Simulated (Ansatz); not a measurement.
What does this script print? It uses the Ansatz DFT code, driven from Python.

`relaxed_scan.py`:
```python
'''One bond of ClH4NSn held at set lengths while the rest relaxes.'''

from dataclasses import dataclass

import ansatz
import numpy as np


@dataclass
class RunConfig:
    basis_set: str = 'def2-SVP'
    functional: str = 'b3lyp'
    dispersion: str = 'd4'


cfg = RunConfig()

geometry = (
    ansatz.Crystal.molecule()
    .atom('N', (-1.1507, -0.0069, -0.6797))
    .atom('Sn', (0.4697, -0.0118, 0.5096))
    .atom('Cl', (0.9696, -2.2429, 1.0145))
    .atom('H', (-1.2774, 1.0481, -0.9574))
    .atom('H', (-0.9486, -0.4761, -1.5878))
    .atom('H', (0.1545, 0.8909, 1.9862))
    .atom('H', (1.8441, 0.7307, -0.3311))
)

job = (
    geometry.calculation()
    .basis(gaussian=cfg.basis_set)
    .functional(cfg.functional, dispersion=cfg.dispersion)
)
symbols = [site.symbol for site in geometry.cartesian_sites]
pairs = [(0, 1), (0, 3), (0, 4), (1, 2), (1, 5), (1, 6)]
print('held (A)   E (eV)        ', '  '.join(f'{symbols[i]}{i}-{symbols[j]}{j}' for i, j in pairs))
for length in [1.62, 1.76, 1.9, 2.11, 2.37]:
    data = job.relax(constraints=[ansatz.DistanceConstraint((1, 5), at=length)], force_tolerance=0.02, max_steps=60).run(threads=1, backend='cpu').report
    xyz = np.array(data['positions_ang'])
    print(f'{length:6.2f} {data["free_energy_ev"]:14.5f}  ', '  '.join(f'{np.linalg.norm(xyz[i] - xyz[j]):.3f}' for i, j in pairs))
```

```console
$ python relaxed_scan.py
held (A)   E (eV)         N0-Sn1  N0-H3  N0-H4  Sn1-Cl2  Sn1-H5  Sn1-H6
DeckWarning: relax.constraints: the input's atoms, or those drawn, lie off the distances that are held; a relaxation that starts there is brought onto them ahead of its first SCF, by positions alone, an atom by 6.96e-2 Å at the most. With the symmetry detection on, the symmetry is detected on the input's atoms as so brought (as typed, where only the drawn atoms reach the distances), and notices that speak of the structure as typed mean those atoms
  1.62   -19907.38243   2.025  1.016  1.016  2.381  1.620  1.714
  1.76   -19907.43625   2.029  1.017  1.017  2.377  1.760  1.714
  1.90   -19907.27647   2.038  1.019  1.020  2.370  1.900  1.715
  2.11   -19906.85898   2.045  1.022  1.022  2.365  2.110  1.715
  2.37   -19906.21696   2.045  1.022  1.022  2.364  2.370  1.717
```
(Warnings from the package without file and line, repeats left out.)

Caveats:
- These settings explore the input space; basis and method may be short of convergence.
- The energies are electronic: no zero-point or thermal terms, and the basis set is short of its limit.
- def2 sets replace the cores of elements past krypton by effective core potentials.
- b3lyp holds the VWN-RPA fit, as in Gaussian; the form of ORCA and Turbomole is b3lyp5.
- Finished in 8.6 min on 1 thread of Arm Neoverse V1, with other jobs on the host, peak memory 0.24 GiB.
